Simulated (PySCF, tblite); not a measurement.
# C₇H₁₁B: geometry, infrared bands and NMR shifts

Aim: predict the infrared bands and NMR shifts of C₇H₁₁B (`B[C@H]1[C@@H]2C=C[C@H]1CC2`).

Programs: tblite 0.8.0 and PySCF 2.14.0, with density-fitted response routines of our own. Each step states its level of theory. These are calculated values for one molecule in the gas phase, unless marked as measured. Atoms are numbered from 0 throughout.

**1. The molecule as given**

19 atoms, charge 0, multiplicity 1; geometry from: force field or distance geometry start.

Bonds of the start (Å): B0–C1 1.63, C1–C2 1.51, C2–C3 1.52, C3–C4 1.35, C4–C5 1.50, C5–C6 1.54, C6–C7 1.54, C5–C1 1.53, C7–C2 1.54, B0–H8 1.18, B0–H9 1.18, C1–H10 1.11, C2–H11 1.11, C3–H12 1.07, C4–H13 1.08, C5–H14 1.12, C6–H15 1.12, C6–H16 1.12, C7–H17 1.12, C7–H18 1.12.

**2. Relaxing the molecule with GFN2-xTB**

Job settings and geometry (Å):

```
{"job": {"kind": "relax", "xc": "GFN2-xTB", "basis": "xTB"}, "charge": 0, "multiplicity": 1}
B      2.022400    -1.044800    -0.066100
C      1.049500     0.258200    -0.092400
C     -0.050600     0.266300    -1.120500
C     -0.749300     1.555900    -0.719600
C     -0.666500     1.618900     0.628800
C      0.074000     0.389400     1.078300
C     -0.881900    -0.801400     0.869100
C     -0.976100    -0.882000    -0.664600
H      1.950800    -1.855600    -0.921000
H      2.812400    -1.166900     0.796300
H      1.721900     1.141200    -0.174000
H      0.258500     0.234500    -2.184800
H     -1.156000     2.317700    -1.352800
H     -0.984500     2.456500     1.228700
H      0.528200     0.480200     2.094100
H     -0.452300    -1.736900     1.306100
H     -1.874400    -0.615000     1.342200
H     -0.607800    -1.870000    -1.041000
H     -2.028300    -0.736900    -1.014300
```

Run with:

```sh
> OMP_NUM_THREADS=1 python probes_run.py task.json out
```

This one command runs all jobs of the session in turn.

**Question.** This job is followed by: GFN2-xTB harmonic vibrations, gas phase; GIAO PBE0/pcSseg-1 NMR shielding, non-relativistic, gas phase. Predict these results of the whole session: strongest single infrared mode (GFN2-xTB); zero-point energy (GFN2-xTB); ¹³C shifts against TMS (PBE0/pcSseg-1, means over atoms taken as alike); ¹H shifts against TMS (PBE0/pcSseg-1, means over atoms taken as alike); ¹¹B shifts against BF3·OEt2 (PBE0/pcSseg-1); surface potential, 1st and 99th percentile.

**Answer**, as computed:

```
                                                               quantity                                   value
                              strongest single infrared mode (GFN2-xTB)                   2669 cm⁻¹, 125 km/mol
                                           zero-point energy (GFN2-xTB)                          100.3 kcal/mol
¹³C shifts against TMS (PBE0/pcSseg-1, means over atoms taken as alike)             147.6, 73.3, 48.9, 28.6 ppm
 ¹H shifts against TMS (PBE0/pcSseg-1, means over atoms taken as alike)  7.71, 6.57, 3.16, 1.40, 1.34, 1.04 ppm
                            ¹¹B shifts against BF3·OEt2 (PBE0/pcSseg-1)                                88.9 ppm
                                  surface potential, 1st and 99th percentile                      -0.65 V and 1.34 V
```

In words: Over 62 steps the energy fell by 0.273 eV; of the close pairs, B0–C1 changed most, 1.626 to 1.566 Å. All 51 modes are real, so the xTB geometry is a minimum. The strongest single mode, at 2669 cm⁻¹, moves mainly H9 and H8. Unscaled tight-binding wavenumbers are off by several per cent, some by more. Its intensities can rank the bands wrongly. C3, C4 (mean) (alkene CH) lies farthest downfield among carbon, at 147.6 ppm; an sp2 carbon of a C=C bond. At PBE0/pcSseg-1: Shielding is most anisotropic at C3, C4 (span 224 ppm, paramagnetic term -215 ppm). By nearest atom (PBE0/pcSseg-1), the HOMO sits on C3, C4 about 33 % each and the LUMO on B0 49 %; H8, H9 about 14 % each.
